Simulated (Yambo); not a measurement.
An input for Yambo 5.3.0 (Ru):

optics6.in

```
optics
chi
DipApproach= "Covariant"
Chimod= "IP"
% BndsRnXd
 1 | 31 |
%
% LongDrXd
 1 | 0 | 0 |
%
% QpntsRXd
 1 | 1 |
%
% EnRngeXd
 0 | 15 | eV
%
% DmRngeXd
 0.2 | 0.2 | eV
%
ETStpsXd= 200
```

File scf.in:

```
&CONTROL
  calculation = 'scf'
  prefix = 'pwscf'
  outdir = './tmp'
  pseudo_dir = './pseudo'
/
&SYSTEM
  ibrav = 0
  nat = 2
  ntyp = 1
  ecutwfc = 84
  nbnd = 24
  occupations = 'smearing'
  smearing = 'fd'
  degauss = 0.00367493
  force_symmorphic = .true.
/
&ELECTRONS
  conv_thr = 4d-10
  electron_maxstep = 120
  mixing_beta = 0.5
/
ATOMIC_SPECIES
Ru   101.0700 Ru.upf
CELL_PARAMETERS angstrom
   2.7058000000    0.0000000000    0.0000000000
  -1.3529000000    2.3432915376    0.0000000000
   0.0000000000    0.0000000000    4.2819000000
ATOMIC_POSITIONS angstrom
Ru     1.3529000001    0.7810971791    3.2114250000
Ru    -0.0000000001    1.5621943585    1.0704750000
K_POINTS automatic
12 12 6 0 0 0
```

The input nscf.in:

```
&CONTROL
  calculation = 'nscf'
  prefix = 'pwscf'
  outdir = './tmp'
  pseudo_dir = './pseudo'
/
&SYSTEM
  ibrav = 0
  nat = 2
  ntyp = 1
  ecutwfc = 84
  nbnd = 36
  occupations = 'smearing'
  smearing = 'fd'
  degauss = 0.00367493
  force_symmorphic = .true.
/
&ELECTRONS
  conv_thr = 1d-08
  diago_full_acc = .true.
  diago_thr_init = 1d-06
/
ATOMIC_SPECIES
Ru   101.0700 Ru.upf
CELL_PARAMETERS angstrom
   2.7058000000    0.0000000000    0.0000000000
  -1.3529000000    2.3432915376    0.0000000000
   0.0000000000    0.0000000000    4.2819000000
ATOMIC_POSITIONS angstrom
Ru     1.3529000001    0.7810971791    3.2114250000
Ru    -0.0000000001    1.5621943585    1.0704750000
K_POINTS automatic
9 9 6 0 0 0
```

Potentials or basis: PseudoDojo 0.4.1 SR PBEsol standard.

Command:

```console
$ OMP_NUM_THREADS=1 pw.x -in scf.in > scf.out
$ OMP_NUM_THREADS=1 pw.x -in nscf.in > nscf.out
$ cd tmp/pwscf.save; p2y; mv SAVE ../..; cd ../..
$ OMP_NUM_THREADS=1 yambo
$ OMP_NUM_THREADS=1 yambo -F optics6.in -J optics6 -C optics6_out
```

Q: What does the program do with it?

A: The run stopped without a result. It printed:

Yambo's report:

```text
[... sections 02.01 to 02.04 as in the set-up run ...]

  [02.05] Energies & Occupations
  ==============================

  [X] === General ===
  [X] Electronic Temperature                        :  0.258606E-1   300.100    [eV K]
  [X] Bosonic    Temperature                        :  0.258606E-1   300.100    [eV K]
  [X] Finite Temperature mode                       : yes
  [X] El. density                                   :  0.11787E+25 [cm-3]
[... 81 lines left out ...]

  [04.01] Setup: observables and procedures
  =========================================

   Smallest q vectors (crystal coordinates) :
        0.111111      0.111111      0.166667
   Smallest g0 vector in each direction: positive:   9   7   3
                                         negative:   4   6   2
   Lenght of G vectors in each direction:     1.41890944    1.41890944    0.77650540

  [ERROR] STOP signal received while in[04.01] Setup: observables and procedures

  [ERROR] Covariant dipoles not implemented for metals
```

Among its messages:

```text
[X] Metallic system
```
